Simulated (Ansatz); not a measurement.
# C₂H₇As: one species, many methods

Aim: compute C₂H₇As with functionals from several rungs and with coupled cluster. The yardstick is the atomisation energy at the CCSD(T) limit.

Computed with Ansatz 0.2.0, Gaussian basis. Level: functionals in def2-TZVPP, the program's frozen cores in correlated methods.

Levels to be run: LDA (SPW92), PBE-D4, revPBE-D4, BLYP-D4, r2SCAN-D4, B97M-V, PBE0-D4, B3LYP-D4, r2SCANh-D4, r2SCAN0-D4, HSE06-D4, BHLYP-D4, CAM-B3LYP-D4, LC-ωPBE, ωB97X-V, ωB97M-V, B2PLYP, PBE-QIDH; CCSD(T)/def2-SVP; CCSD(T)/def2-TZVPP; MP2/def2-QZVPP; extrapolation to the limit; RPA on PBE.

### 1 The geometry

All runs share one geometry, relaxed beforehand with PBE0-D4 in a triple-zeta def2 set.

SMILES `C[AsH]C`, 10 atoms, charge 0, spin multiplicity 1.

Atoms are counted from 1 here; the program's logs count them from 0.

Bond lengths: C1–As2 1.968 Å, C1–H4 1.091 Å, C1–H5 1.090 Å, C1–H6 1.090 Å, As2–C3 1.968 Å, As2–H7 1.527 Å, C3–H8 1.091 Å, C3–H9 1.090 Å, C3–H10 1.090 Å. Angles: As2–C1–H4 108.5°, As2–C1–H5 109.3°, As2–C1–H6 111.9°, H4–C1–H5 108.4°, H4–C1–H6 109.3°, H5–C1–H6 109.5°, C1–As2–C3 97.5°, C1–As2–H7 95.3°, C3–As2–H7 95.3°, As2–C3–H8 108.5°, As2–C3–H9 109.3°, As2–C3–H10 111.9°, H8–C3–H9 108.4°, H8–C3–H10 109.3°, H9–C3–H10 109.5°.

### 2 LDA

This LDA is Slater exchange with PW92 correlation.

File in.yaml:

```yaml
crystal:
  periodic: [false, false, false]
  atoms:
    - {symbol: C, position_ang: [-1.010151, 0.754100, -0.784834]}
    - {symbol: As, position_ang: [0.477562, -0.526234, -0.933386]}
    - {symbol: C, position_ang: [0.706299, -0.879294, 0.989542]}
    - {symbol: H, position_ang: [-1.916786, 0.203216, -0.530477]}
    - {symbol: H, position_ang: [-1.163235, 1.241118, -1.748371]}
    - {symbol: H, position_ang: [-0.821043, 1.509338, -0.022091]}
    - {symbol: H, position_ang: [1.571422, 0.535805, -1.013727]}
    - {symbol: H, position_ang: [-0.119197, -1.507784, 1.326736]}
    - {symbol: H, position_ang: [1.638324, -1.422932, 1.147075]}
    - {symbol: H, position_ang: [0.720007, 0.041567, 1.572433]}
basis:
  gaussian: {orbitals: def2-TZVPP}
hamiltonian: {xc: lda}
output: {orbitals: {seedname: orbitals}}
```

After this run come: PBE-D4 (GGA); revPBE-D4 (GGA); BLYP-D4 (GGA); r2SCAN-D4 (meta-GGA); B97M-V (meta-GGA); PBE0-D4 (hybrid); B3LYP-D4 (hybrid); r2SCANh-D4 (hybrid); r2SCAN0-D4 (hybrid); HSE06-D4 (hybrid); BHLYP-D4 (hybrid); CAM-B3LYP-D4 (range-separated); LC-ωPBE-D4 (range-separated); ωB97X-V (range-separated); ωB97M-V (range-separated); B2PLYP (double hybrid); PBE-QIDH (double hybrid); CCSD(T) in def2-SVP; CCSD(T) in def2-TZVPP; MP2 in def2-QZVPP; RPA on PBE orbitals.

Before running them: what should the planned runs give, taken together? Wanted: atomisation energy, CCSD(T)/CBS; farthest beyond LDA; mean size of error, GGA; mean size of error, meta-GGA; mean size of error, hybrid; mean size of error, range-separated; mean size of error, double hybrid; gap, smallest and largest; T1 diagnostic.

The runs gave:

```
                               quantity                                                                                                                                                  value
        atomisation energy, CCSD(T)/CBS                                                                                                                                         816.0 kcal/mol
functionals within 8.2 kcal/mol (1.0 %)  revPBE-D4, BLYP-D4, r2SCAN-D4, B97M-V, PBE0-D4, B3LYP-D4, r2SCANh-D4, r2SCAN0-D4, HSE06-D4, CAM-B3LYP-D4, LC-ωPBE, ωB97X-V, ωB97M-V, B2PLYP, PBE-QIDH
                    farthest beyond LDA                                                                                                                              BHLYP-D4 (-14.1 kcal/mol)
                mean size of error, GGA                                                                                                                                           5.2 kcal/mol
           mean size of error, meta-GGA                                                                                                                                           2.4 kcal/mol
             mean size of error, hybrid                                                                                                                                           4.6 kcal/mol
    mean size of error, range-separated                                                                                                                                           4.5 kcal/mol
      mean size of error, double hybrid                                                                                                                                           6.7 kcal/mol
              gap, smallest and largest                                                                                                                  5.47 eV (BLYP-D4), 12.15 eV (LC-ωPBE)
                          T1 diagnostic                                                                                                                                                 0.0099
triples share of the correlation energy                                                                                                                                                  3.6 %
```

LDA overbinds by 106.1 kcal/mol (13 %). PBE-D4 is off by +9.5 kcal/mol. Double hybrids carry the basis error of their MP2 part in triple zeta, and no dispersion term here, so their miss is partly the set-up's. The rungs meta-GGA, range-separated, hybrid, GGA, double hybrid miss on average by less than the doubt on the reference (8.2 kcal/mol), so they tie. The reference freezes the cores and leaves out relativity and excitations past (T), and its outer-core shells are covered unevenly, so misses under about 8.2 kcal/mol can't be ranked. Hartree-Fock recovers 74 % of the binding; the rest is correlation. CCSD(T) in def2-SVP is off by -44.8 kcal/mol, so the small basis spoils what the method gains. Orbital gaps span 5.5 to 12.2 eV; exact exchange widens them. Correlated methods include outer-core shells of As, which these sets cover unevenly.
